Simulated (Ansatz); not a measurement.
# F5HOW: a ladder of functionals and wavefunction methods

One table from this session's results is given with a row withheld; the runs are named, their logs left out.

Program: Ansatz 0.2.0, Gaussian basis. Level of theory: functionals in def2-TZVPP, the program's frozen cores in correlated methods. These are calculated values, not measurements.

The runs, in order: LDA (SPW92), PBE-D4, revPBE-D4, BLYP-D4, r2SCAN-D4, B97M-V, PBE0-D4, B3LYP-D4, r2SCANh-D4, r2SCAN0-D4, HSE06-D4, BHLYP-D4, CAM-B3LYP-D4, LC-ωPBE, ωB97X-V, ωB97M-V, B2PLYP, PBE-QIDH; CCSD(T)/def2-SVP; CCSD(T)/def2-TZVPP; MP2/def2-QZVPP; extrapolation to the limit; RPA on PBE.

**The relaxed structure**

All runs share one geometry, relaxed beforehand with PBE0-D4 in a triple-zeta def2 set. W takes the def2 core potential; no spin-orbit term is included.

SMILES `[OH][W]([F])([F])([F])([F])[F]`, 8 atoms, charge 0, spin multiplicity 1.

Atoms are counted from 1 here; the program's logs count them from 0.

Bond lengths: O1–W2 1.819 Å, O1–H8 0.956 Å, W2–F3 1.846 Å, W2–F4 1.846 Å, W2–F5 1.842 Å, W2–F6 1.846 Å, W2–F7 1.846 Å. Angles: W2–O1–H8 179.8°, O1–W2–F3 92.2°, O1–W2–F4 92.1°, O1–W2–F5 180.0°, O1–W2–F6 92.1°, O1–W2–F7 92.1°, F3–W2–F4 175.7°, F3–W2–F5 87.9°, F3–W2–F6 89.9°, F3–W2–F7 89.9°, F4–W2–F5 87.8°, F4–W2–F6 89.9°, F4–W2–F7 89.9°, F5–W2–F6 87.9°, F5–W2–F7 87.9°, F6–W2–F7 175.7°.

The first run:

File in.yaml:

```yaml
crystal:
  periodic: [false, false, false]
  atoms:
    - {symbol: O, position_ang: [-0.656192, -1.281610, 0.451990]}
    - {symbol: W, position_ang: [0.134840, 0.262797, -0.092168]}
    - {symbol: F, position_ang: [1.418210, 0.152853, 1.229575]}
    - {symbol: F, position_ang: [-1.088745, 0.489835, -1.455145]}
    - {symbol: F, position_ang: [0.935613, 1.827146, -0.644265]}
    - {symbol: F, position_ang: [-0.924722, 1.280211, 1.025178]}
    - {symbol: F, position_ang: [1.254377, -0.637990, -1.250423]}
    - {symbol: H, position_ang: [-1.073392, -2.093253, 0.735258]}
basis:
  gaussian: {orbitals: def2-TZVPP}
hamiltonian: {xc: lda}
output: {orbitals: {seedname: orbitals}}
```

Launch:

```console
ansatz run in.yaml --threads 8 --pin off --events-out ev --progress --plain --max-ram 18278MiB
```

Steps of the session up to this table: LDA; PBE-D4 (GGA); revPBE-D4 (GGA); BLYP-D4 (GGA); r2SCAN-D4 (meta-GGA); B97M-V (meta-GGA); B3LYP-D4 (hybrid); r2SCANh-D4 (hybrid); r2SCAN0-D4 (hybrid); HSE06-D4 (hybrid); BHLYP-D4 (hybrid); CAM-B3LYP-D4 (range-separated); LC-ωPBE (range-separated); ωB97X-V (range-separated); ωB97M-V (range-separated); B2PLYP (double hybrid); PBE-QIDH (double hybrid).

One of the session's tables, all rows but one given; the rest of the session is left out.

It belongs to the step «Orbital energies across the functionals». 

```
  functional  HOMO (eV)  LUMO (eV)  gap (eV)
 LDA (SPW92)      -9.76      -4.63      5.12
      PBE-D4      -9.49      -4.37      5.12
   revPBE-D4      -9.39      -4.26      5.13
     BLYP-D4      -9.42      -4.32      5.10
   r2SCAN-D4      -9.99      -4.43      5.56
      B97M-V     -10.09      -4.42      5.67
     PBE0-D4     -11.44      -3.79      7.65
    B3LYP-D4     -11.15      -4.04      7.11
  r2SCANh-D4          ?          ?         ?
  r2SCAN0-D4     -11.79      -3.82      7.98
    HSE06-D4     -11.03      -4.17      6.86
    BHLYP-D4     -13.32      -3.06     10.26
CAM-B3LYP-D4     -12.98      -2.71     10.26
     LC-ωPBE     -14.27      -1.41     12.86
     ωB97X-V     -13.94      -1.52     12.42
     ωB97M-V     -13.89      -1.55     12.34
```

**Question.** Estimate the row for r2SCANh-D4.

Worked estimate for «HOMO (eV)». Against the share of exact exchange, r2SCAN-D4 (0, -9.99), r2SCAN0-D4 (0.25, -11.79) give a slope of -7.20 per unit share; at 0.1 the line stands at -10.71.

As computed: HOMO (eV): -10.71; LUMO (eV): -4.19; gap (eV): 6.52. In «HOMO (eV)» the line misses by 0.00.
